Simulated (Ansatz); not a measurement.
The system is LiCuAuO2.

```
CELL_PARAMETERS angstrom
1.63720 0.94524 6.41882
-1.63720 0.94524 6.41882
0.00000 -1.89048 6.41882
ATOMIC_POSITIONS crystal
Au 0.99179 0.99179 0.99179
Cu 0.51580 0.51580 0.51580
O 0.10092 0.10092 0.10092
O 0.88422 0.88422 0.88422
Li 0.75726 0.75726 0.75726
```

The cell comes from a database or a generator and needn't be the stable form of this composition.

- Program: Ansatz 0.2.0
- Task: single point
- Functional: PBE
- Potentials or basis: Ansatz PAW
- Cutoff: 420 eV (not typed: the program's choice for these potentials)
- k mesh: 9 × 9 × 9
- Occupations: fermi-dirac, width 0.05 eV
- Spin: no spin polarisation

On this cell: pressure -1.4 GPa; largest force 0.333 eV/Å; band gap on the k mesh none (metal or under the smearing width).

The same run follows on a disturbed copy (atoms moved at random, drawn with an rms of 0.05 Å):

```xyz
5
Lattice="1.6372 0.9452 6.4188 -1.6372 0.9452 6.4188 0.0000 -1.8905 6.4188" Properties=species:S:1:pos:R:3 pbc="T T T"
Au    0.0131   -0.0181   19.1210
Cu    0.0440   -0.0193    9.9007
O     0.0034   -0.0444    1.9113
O    -0.0009    0.0345   16.9974
Li   -0.0653    0.0050   14.5889
```

Task: What changes?

Result: The energy (extrapolated to zero smearing) moves by +12.1 meV/atom; pressure -0.8 GPa; largest force 1.064 eV/Å; band gap on the k mesh none (metal or under the smearing width).

Forces on the atoms (eV/Å):
```
Au  -0.116  0.069 -1.056
Cu  -0.354  0.267  0.487
O   -0.199  0.161  0.188
O    0.267 -0.261  0.374
Li   0.402 -0.236  0.006
```

Stress tensor (GPa, compression positive):
```
-0.65  0.01 -0.03
 0.01  0.42  0.20
-0.03  0.20 -2.02
```

Caveats: an odd number of electrons without spin polarisation forces a metal; a magnetic or distorted state may lie lower; the run has no spin polarisation, though such a crystal can be magnetic; semilocal functionals often make such compounds metallic where correlation or magnetic order opens a gap, which also shifts bond lengths.
